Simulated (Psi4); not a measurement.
# M06-2X/6-311G(d,p) (density fitting, force field UFF) run of Si2H6O2 (SMILES O[SiH2][SiH2]O)

We compute a geometry optimisation of Si2H6O2. The job is set up through a Python script.

The results are computed with Psi4 1.11.

## (1) Starting point

Si2H6O2 has 10 atoms, charge 0, and is taken as a singlet. SMILES: `O[SiH2][SiH2]O`. The shape is built from the SMILES string. This is one conformer, not always the lowest. The run starts from this shape.

Bond lengths: O1–Si2 1.716 Å, Si2–Si3 2.233 Å, Si3–O4 1.716 Å, O1–H5 0.990 Å, Si2–H6 1.471 Å, Si2–H7 1.471 Å, Si3–H8 1.470 Å, Si3–H9 1.471 Å, O4–H10 0.990 Å. Some angles: O1–Si2–Si3 109.4°, Si2–Si3–O4 109.5°, O1–Si2–H6 109.6°, O1–Si2–H7 109.6°, Si3–Si2–H6 109.3°, Si3–Si2–H7 109.4°, Si2–O1–H5 104.6°, Si2–Si3–H8 109.3°, Si2–Si3–H9 109.5°, O4–Si3–H8 109.4°.

## (2) A structure relaxation at M06-2X/6-311G(d,p) (density fitting, force field UFF)

File calc.py:

```python
import psi4
from rdkit import Chem
from rdkit.Chem import AllChem

psi4.set_memory('1600 MB')
psi4.set_num_threads(1)
psi4.set_output_file('h6o2si2.out', False)

rd = Chem.AddHs(Chem.MolFromSmiles('O[SiH2][SiH2]O'))
AllChem.EmbedMolecule(rd, randomSeed=632)
AllChem.UFFOptimizeMolecule(rd, maxIters=2000)
atoms = '\n'.join(Chem.MolToXYZBlock(rd).splitlines()[2:])
geom = psi4.geometry('0 1\n' + atoms + '')

options = {'basis': '6-311G**', 'geom_maxiter': 60}
psi4.set_options(options)

energy_value, wavefunction = psi4.optimize('m06-2x', return_wfn=True)
print('E =', round(energy_value, 9))
print(geom.to_string(dtype='xyz', units='Angstrom'))
for k, v in sorted(psi4.core.scalar_variables().items()):
    print(f'{k:45s} {v:18.10f}')
```

On the command line:

```sh
$ python calc.py
```

What values should one expect? Wanted: total energy at the end; dipole moment; HOMO energy; LUMO energy; HOMO–LUMO gap.

**Answer.** As computed:

At M06-2X/6-311G** (density fitting, force field UFF):

| quantity | value |
| --- | --- |
| total energy at the end | -733.05928 Eh |
| dipole moment | 2.60 D |
| HOMO energy | -8.84 eV |
| LUMO energy | 0.46 eV |
| HOMO–LUMO gap | 9.30 eV |

At the final geometry: Bond lengths: O1–Si2 1.662 Å, Si2–Si3 2.339 Å, Si3–O4 1.662 Å, O1–H5 0.958 Å, Si2–H6 1.489 Å, Si2–H7 1.486 Å, Si3–H8 1.476 Å, Si3–H9 1.486 Å, O4–H10 0.957 Å. Some angles: O1–Si2–Si3 107.7°, Si2–Si3–O4 113.1°, O1–Si2–H6 110.8°, O1–Si2–H7 111.5°, Si3–Si2–H6 110.5°, Si3–Si2–H7 109.8°, Si2–O1–H5 119.4°, Si2–Si3–H8 111.0°, Si2–Si3–H9 106.6°, O4–Si3–H8 106.0°. The optimisation took 12 steps and changed the energy by -0.323 eV.
